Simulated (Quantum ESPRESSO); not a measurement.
The system is PtSe.

```
Pt Se
1.0
     0.00000    3.03745    3.03745
     3.03745    0.00000    3.03745
     3.03745    3.03745    0.00000
Pt Se
1 1
Direct
  0.00000 0.00000 0.00000
  0.25000 0.25000 0.25000
```

The cell comes from a database or a generator and needn't be the stable form of this composition.

Base run:

- Program: Quantum ESPRESSO 7.5
- Functional: PBE
- Potentials or basis: GBRV 1.5 PBE
- Cutoff: 612 eV
- Density cutoff: 4898 eV
- k mesh: 5 × 5 × 5
- Occupations: gaussian, width 0.05 eV
- Spin: collinear spin, ferromagnetic start
- Starting moments: [2.0, 0.0] μB
- Hubbard terms: Pt d U = 6 eV

Its results: band gap on the k mesh none (metal or under the smearing width); pressure -10.1 GPa; net moment 0.16 μB per cell.

Task: The run is repeated on the same cell with these changes: hubbard terms from Pt d U = 6 eV to Pt d U = 1 eV. What comes out?

Result: Band gap on the k mesh none (metal or under the smearing width); pressure -10.9 GPa; net moment -0.02 μB per cell.
